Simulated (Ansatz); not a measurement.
# CH4AlClO2: the cost of one run

Computed with Ansatz 0.2.0, Gaussian basis. Level: the settings change from run to run.

### Step 1. The relaxed structure

The geometry comes from an earlier relaxation with PBE0-D4 in a triple-zeta def2 set; it is a stationary point, not always the lowest conformer.

SMILES `C[O][Al]([OH])[Cl]`, 9 atoms, charge 0, spin multiplicity 1.

Atoms are counted from 1 here; the program's logs count them from 0.

Bond lengths: C1–O2 1.399 Å, C1–H6 1.096 Å, C1–H7 1.094 Å, C1–H8 1.094 Å, O2–Al3 1.667 Å, Al3–O4 1.681 Å, Al3–Cl5 2.092 Å, O4–H9 0.956 Å. Angles: O2–C1–H6 112.5°, O2–C1–H7 109.8°, O2–C1–H8 109.8°, H6–C1–H7 108.3°, H6–C1–H8 108.3°, H7–C1–H8 108.1°, C1–O2–Al3 135.7°, O2–Al3–O4 118.8°, O2–Al3–Cl5 120.1°, O4–Al3–Cl5 121.1°, Al3–O4–H9 122.4°.

### Step 2. PBE-QIDH/def2-TZVP

This run has charge +1, multiplicity 2.

Input file in.yaml:

```yaml
crystal:
  periodic: [false, false, false]
  atoms:
    - {symbol: C, position_ang: [0.136321, -1.507736, -0.806361]}
    - {symbol: O, position_ang: [-0.106852, -0.656441, 0.277252]}
    - {symbol: Al, position_ang: [-0.073072, 0.991076, 0.530184]}
    - {symbol: O, position_ang: [-0.455548, 1.583483, 2.055732]}
    - {symbol: Cl, position_ang: [0.438126, 2.284088, -1.033408]}
    - {symbol: H, position_ang: [0.424496, -0.961142, -1.711608]}
    - {symbol: H, position_ang: [0.940890, -2.206121, -0.556692]}
    - {symbol: H, position_ang: [-0.762280, -2.090985, -1.029467]}
    - {symbol: H, position_ang: [-0.453681, 2.517579, 2.257267]}
basis:
  gaussian: {orbitals: def2-TZVP}
total_charge: 1
magnetization: {spin_polarized: true, initial_magnetization: 1}
hamiltonian: {xc: {name: PBE-QIDH}}
output: {forces: true}
```

On the command line:

```bash
$ ansatz run in.yaml --threads 4 --pin off --events-out ev --progress --plain --max-ram 10444MiB
```

Q: Estimate wall time and peak memory on 4 threads of Intel Xeon at 2.60GHz, shared host.

About 20 s, with a peak of 1 GiB.
